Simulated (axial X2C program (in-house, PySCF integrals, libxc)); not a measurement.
# IrH: properties at the nuclei

Wanted for IrH: properties at the nuclei, at the two-component level.

The runs use an in-house X2C program for linear molecules on PySCF integrals; two-component X2C with atomic mean-field terms, Ir dyall-cv3z, H dyall-v3z.

All values are calculated.

## 1. Input

task.json

```json
{"zs": [77, 1], "q": 0, "bas": ["dyall-cv3z", "dyall-v3z"], "r0": 1.54, "levels": ["PBE0", "HF", "r2SCAN", "LDA", "B3LYP"], "nst": 3}
```

Keys: zs atomic numbers; q charge; bas basis sets; r0 starting distance in Å; levels methods (HF also brings MP2); nst determinants followed.

Command:

```console
$ python soeom.py task.json out
```

After this run come: Expectation values, lowest determinant; Expectation values, a higher determinant; Expectation values, a higher determinant.

**Question.** What will these runs give? Wanted: lowest determinant; Eeff magnitude; Ws magnitude Ir; A∥/gI Ir; qzz Ir; higher determinant (for each run or level that gives them).

As calculated:

| quantity | value |
| --- | --- |
| lowest determinant | Ω = 3 (excess of +ω over −ω: ω = 1/2, ω = 5/2) |
| Eeff magnitude (GV/cm), PBE0 | 10.2 |
| Ws magnitude Ir (kHz), PBE0 | 3.73 |
| A∥/gI Ir (MHz), PBE0 | 2570 |
| qzz Ir (a.u.), PBE0 | -1.36 |
| higher determinant | Ω = 4 (excess of +ω over −ω: ω = 3/2, ω = 5/2) |
| Eeff magnitude (GV/cm), PBE0, higher determinant | 0.661 |
| Ws magnitude Ir (kHz), PBE0, higher determinant | 0.302 |
| A∥/gI Ir (MHz), PBE0, higher determinant | 624 |
| qzz Ir (a.u.), PBE0, higher determinant | -1.17 |
| higher determinant | Ω = 1 (excess of +ω over −ω: ω = -3/2, ω = 5/2) |
| Eeff magnitude (GV/cm), PBE0, higher determinant | 2.88 |
| Ws magnitude Ir (kHz), PBE0, higher determinant | 2.49 |
| A∥/gI Ir (MHz), PBE0, higher determinant | 469 |
| qzz Ir (a.u.), PBE0, higher determinant | -5.67 |

**Reading.** In the first state, the effective field runs from 9.52 to 12.9 GV/cm over the mean-field levels. The expectation values come from single determinants, which for open shells can mix terms of unlike spin or miss the lowest Ω, so a determinant need not be a state. Eeff is the effective electric field on the electron dipole moment in this Ω state and Ws the scalar–pseudoscalar constant (defined with the proton number Z and per Ω); A∥ is the parallel hyperfine constant, which follows by multiplying with the nuclear g factor gI = μI/(I μN); qzz is the electric field gradient, eQq0 = 234.96 MHz × Q/barn × qzz; μ is positive if H is the positive end. The operators were transformed with the bare-nucleus X2C matrices. A second determinant lies within 0.1 eV of the first, so their order is not settled at this level.
